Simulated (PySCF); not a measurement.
# CH7Bi (Bi(CH3)(H)4): the cost of one run

Program: PySCF 2.14.0. Level of theory: PBE0, Bi def2-SVP with ECP60, C def2-SVP, H def2-SVP; scalar-relativistic core potentials, no spin–orbit coupling. These are calculated values, not measurements.

### 1 Starting geometry

9 atoms, charge 0, spin multiplicity 1.

Bond lengths: Bi1–C2 2.320 Å, Bi1–H6 1.859 Å, Bi1–H7 1.807 Å, Bi1–H8 1.807 Å, Bi1–H9 1.807 Å, C2–H3 1.100 Å, C2–H4 1.100 Å, C2–H5 1.100 Å. Angles: C2–Bi1–H6 180.0°, C2–Bi1–H7 90.3°, C2–Bi1–H8 90.3°, C2–Bi1–H9 90.3°, H6–Bi1–H7 89.7°, H6–Bi1–H8 89.7°, H6–Bi1–H9 89.7°, H7–Bi1–H8 120.0°, H7–Bi1–H9 120.0°, H8–Bi1–H9 120.0°, Bi1–C2–H3 108.4°, Bi1–C2–H4 108.4°, Bi1–C2–H5 108.4°, H3–C2–H4 110.6°, H3–C2–H5 110.6°, H4–C2–H5 110.6°.

Coordinates:

```xyz
9
charge 0, multiplicity 1
Bi    0.00000    0.00000   -0.16814
C    -0.00001    0.00000    2.15228
H    -1.04391    0.00001    2.49862
H     0.52192   -0.90404    2.49863
H     0.52194    0.90403    2.49863
H     0.00001    0.00000   -2.02698
H     1.80729   -0.00001   -0.17749
H    -0.90363    1.56516   -0.17751
H    -0.90365   -1.56515   -0.17751
```

Formal oxidation states: Bi +5. An earlier session relaxed this geometry at PBE0, Bi def2-SVP with ECP60, C def2-SVP, H def2-SVP (singlet, point group C3v).

Its energy there is -256.678661 Eh.

### 2 Multiplicity 3 at the relaxed geometry

Contents of run.py (the lines that set the calculation):

```python
mol = gto.M(atom='''
Bi     0.00000     0.00000    -0.16814
C     -0.00001     0.00000     2.15228
H     -1.04391     0.00001     2.49862
H      0.52192    -0.90404     2.49863
H      0.52194     0.90403     2.49863
H      0.00001     0.00000    -2.02698
H      1.80729    -0.00001    -0.17749
H     -0.90363     1.56516    -0.17751
H     -0.90365    -1.56515    -0.17751''',
    basis={'Bi': 'def2-SVP', 'C': 'def2-SVP', 'H': 'def2-SVP'},
    ecp={'Bi': 'def2-SVP'},
    charge=0, spin=2)
mf = dft.UKS(mol, xc='PBE0')
mf.grids.atom_grid = (50, 194)
mf = mf.density_fit()  # fitting sets: Bi def2-universal-JKFIT, C def2-universal-JKFIT, H def2-universal-JKFIT
mf.conv_tol = 1e-08; mf.max_cycle = 55
mf.kernel(dm0)  # dm0: free metal ions and neutral atoms
```

On the command line:

```bash
OMP_NUM_THREADS=2 python run.py
```

**Question.** How long does this run take on 2 threads of AMD EPYC 9R14 (Zen 4), shared host?

About 2.6 s.
